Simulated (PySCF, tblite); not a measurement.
# methyl thiophene-2-carboxylate (C₆H₆O₂S): a rotation path, then NMR shifts on frames, part 2 of 2

tblite 0.8.0 and PySCF 2.14.0. Atoms count from 0. Earlier steps stand in the parts before.

### Step 5. Shielding tensors: image 4, PBE0/pcSseg-1

The job: settings as JSON, then the geometry in Å.

```
{"job": {"kind": "nmr", "xc": "PBE0", "basis": "pcSseg-1", "pop": false}, "charge": 0, "multiplicity": 1}
C      3.028000    -0.029700     0.519900
O      1.612200     0.104600     0.566400
C      0.939000     0.006200    -0.583100
O      1.440300    -0.175200    -1.660100
C     -0.520700     0.136900    -0.336200
C     -1.417600    -0.856000    -0.084500
C     -2.732800    -0.369800     0.090100
C     -2.809400     0.978200    -0.036600
S     -1.280200     1.688200    -0.370300
H      3.486700     0.956900     0.599400
H      3.330100    -0.500000    -0.417600
H      3.320700    -0.644100     1.369500
H     -1.149200    -1.895200    -0.024000
H     -3.578100    -0.999900     0.299200
H     -3.673300     1.607000     0.045900
```

With the program's defaults for keys left out, this is: GIAO PBE0/pcSseg-1 NMR shielding, non-relativistic, gas phase.

Output:

```text
coarse grid: 14032 points
cycle   1  E = -780.0122914134  dE =  1.814e+00  |g| = 8.980e-01  |ddm| = 3.894e+00
cycle   2  E = -779.6343527281  dE =  3.779e-01  |g| = 1.674e+00  |ddm| = 1.841e+00
cycle   3  E = -780.1509099099  dE = -5.166e-01  |g| = 2.877e-01  |ddm| = 1.390e+00
cycle   4  E = -780.1657334467  dE = -1.482e-02  |g| = 9.327e-02  |ddm| = 2.556e-01
cycle   5  E = -780.1672004904  dE = -1.467e-03  |g| = 2.052e-02  |ddm| = 6.982e-02
cycle   6  E = -780.1672889229  dE = -8.843e-05  |g| = 9.141e-03  |ddm| = 2.925e-02
cycle   7  E = -780.1673080530  dE = -1.913e-05  |g| = 2.219e-03  |ddm| = 8.784e-03
cycle   8  E = -780.1673091115  dE = -1.059e-06  |g| = 7.165e-04  |ddm| = 2.456e-03
final grid: 133648 points
cycle   9  E = -780.2445538567  dE = -1.380e-05  |g| = 1.472e-02  |ddm| = 3.314e-02
cycle  10  E = -780.2444871129  dE =  6.674e-05  |g| = 2.304e-02  |ddm| = 3.010e-02
cycle  11  E = -780.2445968622  dE = -1.097e-04  |g| = 2.539e-03  |ddm| = 2.066e-02
cycle  12  E = -780.2445981209  dE = -1.259e-06  |g| = 5.050e-04  |ddm| = 2.007e-03
cycle  13  E = -780.2445981687  dE = -4.788e-08  |g| = 1.709e-04  |ddm| = 5.618e-04
cycle  14  E = -780.2445981746  dE = -5.836e-09  |g| = 5.982e-05  |ddm| = 1.779e-04
cycle  15  E = -780.2445981753  dE = -7.524e-10  |g| = 2.172e-05  |ddm| = 6.616e-05
converged SCF energy = -780.2445981753

GIAO shielding tensors (ppm)
atom      isotropic    diamagn.    paramagn.     s11        s22        s33       span
  0 C      134.946     241.924    -106.978     97.073    124.620    183.144     86.071
  1 O      131.421     403.473    -272.051    -53.305    210.978    236.591    289.896
  2 C       13.985     249.341    -235.356    -90.340     59.296     72.998    163.337
  3 O     -129.544     401.461    -531.005   -448.149   -252.745    312.261    760.410
  4 C       42.424     262.469    -220.045    -36.779     30.763    133.288    170.067
  5 C       57.184     248.168    -190.985    -18.898     39.333    151.116    170.014
  6 C       56.701     254.638    -197.937    -25.069     43.320    151.851    176.920
  7 C       53.594     262.872    -209.278    -37.316     54.567    143.530    180.846
  8 S      263.698    1056.505    -792.807    123.575    286.036    381.483    257.907
  9 H       28.152      27.220       0.932     23.241     26.448     34.767     11.527
 10 H       26.333      27.831      -1.498     22.832     25.421     30.746      7.915
 11 H       28.041      27.663       0.378     23.537     26.416     34.170     10.633
 12 H       24.551      31.876      -7.325     21.416     24.078     28.159      6.743
 13 H       24.549      29.769      -5.220     21.505     24.589     27.553      6.047
 14 H       24.526      30.286      -5.761     21.694     24.466     27.416      5.721
```

Wall time 31 s (1 thread of Intel Xeon Platinum 8488C, shared host); peak memory 0.84 GiB.

Key values: δ C2 172.9, C4 144.5, C7 133.3, C6 130.2, H14 7.19, H13 7.17 ppm.

### Step 6. NMR shieldings: image 6, PBE0/pcSseg-1

The job: settings as JSON, then the geometry in Å.

```
{"job": {"kind": "nmr", "xc": "PBE0", "basis": "pcSseg-1", "pop": false}, "charge": 0, "multiplicity": 1}
C      2.981300    -0.267400     0.476200
O      1.560500    -0.237500     0.500700
C      0.936800     0.256700    -0.580500
O      1.498000     0.654800    -1.568800
C     -0.518800     0.253700    -0.374000
C     -1.297700    -0.711800     0.201000
C     -2.660200    -0.358600     0.234500
C     -2.889800     0.873000    -0.295400
S     -1.459300     1.610600    -0.885800
H      3.374400     0.623300     0.971200
H      3.340600    -0.296100    -0.553900
H      3.288700    -1.158300     1.019600
H     -0.903600    -1.642700     0.565600
H     -3.433600    -0.989400     0.633900
H     -3.821800     1.398000    -0.366300
```

Method: GIAO PBE0/pcSseg-1 NMR shielding, non-relativistic, gas phase.

Output:

```text
coarse grid: 14032 points
cycle   1  E = -780.0254720877  dE =  1.808e+00  |g| = 8.877e-01  |ddm| = 3.931e+00
cycle   2  E = -779.6868930488  dE =  3.386e-01  |g| = 1.611e+00  |ddm| = 1.912e+00
cycle   3  E = -780.1614917450  dE = -4.746e-01  |g| = 2.689e-01  |ddm| = 1.419e+00
cycle   4  E = -780.1741890476  dE = -1.270e-02  |g| = 9.299e-02  |ddm| = 2.624e-01
cycle   5  E = -780.1756962808  dE = -1.507e-03  |g| = 2.173e-02  |ddm| = 8.219e-02
cycle   6  E = -780.1757999167  dE = -1.036e-04  |g| = 9.406e-03  |ddm| = 3.161e-02
cycle   7  E = -780.1758209501  dE = -2.103e-05  |g| = 2.107e-03  |ddm| = 9.443e-03
cycle   8  E = -780.1758218842  dE = -9.341e-07  |g| = 7.262e-04  |ddm| = 2.442e-03
final grid: 133648 points
cycle   9  E = -780.2527236167  dE = -1.118e-05  |g| = 1.499e-02  |ddm| = 3.340e-02
cycle  10  E = -780.2526460440  dE =  7.757e-05  |g| = 2.413e-02  |ddm| = 3.267e-02
cycle  11  E = -780.2527681877  dE = -1.221e-04  |g| = 2.969e-03  |ddm| = 2.321e-02
cycle  12  E = -780.2527699079  dE = -1.720e-06  |g| = 4.896e-04  |ddm| = 2.362e-03
cycle  13  E = -780.2527699525  dE = -4.466e-08  |g| = 1.558e-04  |ddm| = 5.508e-04
cycle  14  E = -780.2527699572  dE = -4.685e-09  |g| = 5.975e-05  |ddm| = 1.628e-04
cycle  15  E = -780.2527699579  dE = -7.183e-10  |g| = 2.316e-05  |ddm| = 6.727e-05
converged SCF energy = -780.2527699579

GIAO shielding tensors (ppm)
atom      isotropic    diamagn.    paramagn.     s11        s22        s33       span
  0 C      134.897     241.917    -107.021     98.299    124.125    182.266     83.967
  1 O      146.777     403.855    -257.078    -29.510    222.004    247.837    277.347
  2 C       16.725     248.642    -231.917    -82.337     60.102     72.411    154.749
  3 O      -93.806     401.192    -494.998   -374.559   -220.190    313.330    687.889
  4 C       41.186     262.673    -221.487    -26.551     27.383    122.725    149.276
  5 C       52.169     248.409    -196.240    -26.362     29.671    153.197    179.558
  6 C       55.892     254.544    -198.652    -24.647     41.254    151.069    175.715
  7 C       48.582     263.089    -214.506    -44.092     44.866    144.973    189.065
  8 S      255.815    1056.200    -800.385    109.503    260.688    397.254    287.750
  9 H       28.128      27.480       0.648     23.522     26.030     34.831     11.309
 10 H       26.469      27.722      -1.253     22.762     25.611     31.032      8.270
 11 H       28.008      27.728       0.280     23.361     26.630     34.033     10.671
 12 H       24.179      32.364      -8.185     20.780     24.094     27.663      6.884
 13 H       24.510      30.043      -5.533     21.350     24.764     27.416      6.066
 14 H       24.333      30.151      -5.818     21.543     24.300     27.155      5.612
```

Wall time 33 s (1 thread of Intel Xeon Platinum 8488C, shared host); peak memory 0.84 GiB.

This run: δ C2 170.2, C4 145.7, C7 138.3, C5 134.8, H12 7.54, H14 7.38 ppm.

### Step 7. Nuclear shieldings: image 8, PBE0/pcSseg-1

The job: settings as JSON, then the geometry in Å.

```
{"job": {"kind": "nmr", "xc": "PBE0", "basis": "pcSseg-1", "pop": false}, "charge": 0, "multiplicity": 1}
C      2.978800    -0.442300     0.339500
O      1.558500    -0.445400     0.362700
C      0.933000     0.447000    -0.426500
O      1.501400     1.230100    -1.148100
C     -0.517200     0.339800    -0.301300
C     -1.261700    -0.499300     0.487400
C     -2.642800    -0.300400     0.331100
C     -2.926500     0.682500    -0.570000
S     -1.520100     1.386300    -1.245500
H      3.352900     0.080000     1.222200
H      3.338500     0.059500    -0.561000
H      3.305000    -1.481000     0.356500
H     -0.818800    -1.222700     1.146500
H     -3.393100    -0.859200     0.860500
H     -3.892300     1.033200    -0.875800
```

Method: GIAO PBE0/pcSseg-1 NMR shielding, non-relativistic, gas phase.

Output:

```text
coarse grid: 14032 points
cycle   1  E = -780.0346864698  dE =  1.806e+00  |g| = 8.807e-01  |ddm| = 3.969e+00
cycle   2  E = -779.7041239409  dE =  3.306e-01  |g| = 1.592e+00  |ddm| = 2.123e+00
cycle   3  E = -780.1682211579  dE = -4.641e-01  |g| = 2.662e-01  |ddm| = 1.595e+00
cycle   4  E = -780.1805524198  dE = -1.233e-02  |g| = 9.288e-02  |ddm| = 2.748e-01
cycle   5  E = -780.1820770061  dE = -1.525e-03  |g| = 2.225e-02  |ddm| = 8.957e-02
cycle   6  E = -780.1821888182  dE = -1.118e-04  |g| = 9.319e-03  |ddm| = 3.280e-02
cycle   7  E = -780.1822096360  dE = -2.082e-05  |g| = 2.122e-03  |ddm| = 9.613e-03
cycle   8  E = -780.1822105707  dE = -9.348e-07  |g| = 7.654e-04  |ddm| = 2.476e-03
final grid: 133648 points
cycle   9  E = -780.2589352080  dE = -9.312e-06  |g| = 1.512e-02  |ddm| = 3.498e-02
cycle  10  E = -780.2588513878  dE =  8.382e-05  |g| = 2.477e-02  |ddm| = 3.466e-02
cycle  11  E = -780.2589801179  dE = -1.287e-04  |g| = 3.166e-03  |ddm| = 2.515e-02
cycle  12  E = -780.2589821008  dE = -1.983e-06  |g| = 4.822e-04  |ddm| = 2.674e-03
cycle  13  E = -780.2589821440  dE = -4.319e-08  |g| = 1.485e-04  |ddm| = 5.510e-04
cycle  14  E = -780.2589821483  dE = -4.228e-09  |g| = 5.698e-05  |ddm| = 1.596e-04
cycle  15  E = -780.2589821489  dE = -6.251e-10  |g| = 2.482e-05  |ddm| = 6.623e-05
converged SCF energy = -780.2589821489

GIAO shielding tensors (ppm)
atom      isotropic    diamagn.    paramagn.     s11        s22        s33       span
  0 C      135.628     241.933    -106.305     99.621    124.326    182.936     83.315
  1 O      163.811     403.775    -239.964    -14.807    247.981    258.259    273.066
  2 C       19.732     247.917    -228.186    -75.520     61.844     72.870    148.390
  3 O      -63.740     401.222    -464.962   -304.961   -197.713    311.454    616.415
  4 C       41.516     262.674    -221.158    -19.392     37.800    106.141    125.533
  5 C       48.886     248.144    -199.258    -30.944     22.485    155.117    186.061
  6 C       55.245     254.587    -199.342    -24.241     40.082    149.896    174.137
  7 C       44.090     263.345    -219.255    -50.437     37.244    145.464    195.901
  8 S      254.720    1056.166    -801.446    104.611    244.267    415.283    310.672
  9 H       28.117      27.514       0.603     23.625     25.866     34.859     11.234
 10 H       26.213      27.630      -1.418     21.906     26.119     30.613      8.707
 11 H       28.027      27.670       0.357     23.579     26.327     34.174     10.595
 12 H       23.839      32.536      -8.697     20.083     24.057     27.377      7.294
 13 H       24.505      30.188      -5.683     21.247     24.911     27.356      6.109
 14 H       24.196      30.153      -5.957     21.439     24.128     27.022      5.583
```

It took 34 s on 1 thread of Intel Xeon Platinum 8488C, shared host; peak memory 0.83 GiB.

In short: δ C2 167.2, C4 145.4, C7 142.8, C5 138.0, H12 7.88, H14 7.52 ppm.

### Step 8. Comparing the runs: NMR shifts

Shifts (ppm) of some atoms, chosen among heavy atoms and hydrogens apart, with basis size and wall time:

| frame | C7 | C5 | H12 | H14 | O3 | O1 | S8 | functions | time |
| --- | --- | --- | --- | --- | --- | --- | --- | --- | --- |
| image 0 | 141.9 | 140.3 | 8.15 | 7.40 | 392.2 | 176.4 | 242 | 190 | 31 s |
| image 2 | 138.3 | 136.5 | 7.73 | 7.33 | 420.9 | 188.1 | 241 | 190 | 31 s |
| image 4 | 133.3 | 129.7 | 7.17 | 7.19 | 465.6 | 204.7 | 240 | 190 | 31 s |
| image 6 | 138.3 | 134.8 | 7.54 | 7.38 | 429.9 | 189.3 | 248 | 190 | 33 s |
| image 8 | 142.8 | 138.0 | 7.88 | 7.52 | 399.8 | 172.3 | 249 | 190 | 34 s |

### Step 9. Outcome

This closing draws on all 2 parts.

| quantity | value |
| --- | --- |
| barrier | 0.246 eV (5.7 kcal/mol) at image 4 |
| end to end (GFN2-xTB) | 0.034 eV |
| ¹³C shifts against TMS (PBE0/pcSseg-1, image 0) | 166.9, 142.5, 141.9, 140.3, 131.9, 50.9 ppm |
| ¹H shifts against TMS (PBE0/pcSseg-1, image 0) | 8.15, 7.40, 7.29, 5.47, 3.65, 3.56 ppm |
| ¹⁷O shifts against H2O (PBE0/pcSseg-1, image 0) | 392.2, 176.4 ppm |
| ³³S shifts against CS2 (PBE0/pcSseg-1, image 0) | 242 ppm |
| range of the shift of O3 | 392.2 to 465.6 ppm |

In words: Along the band the dihedral turns by 180°, and the top (dihedral -91°) lies 5.7 kcal/mol above the start (GFN2-xTB, rough), so at room temperature this motion is fast. Ends this close can change order at a higher level. The top was not checked by a frequency run. Shifts at one fixed geometry are not the observed spectrum, which averages over the motion. In the first frame run (image 0): The largest span, 628 ppm, is at O3, where the paramagnetic term is -459 ppm. NICS(1)zz of -26 ppm above the planar ring from C4 marks a diatropic (aromatic) ring current. In ppm, O3 moves most: its shift spreads over 73.5 ppm, from 392.2 (image 0) to 465.6 (image 4).
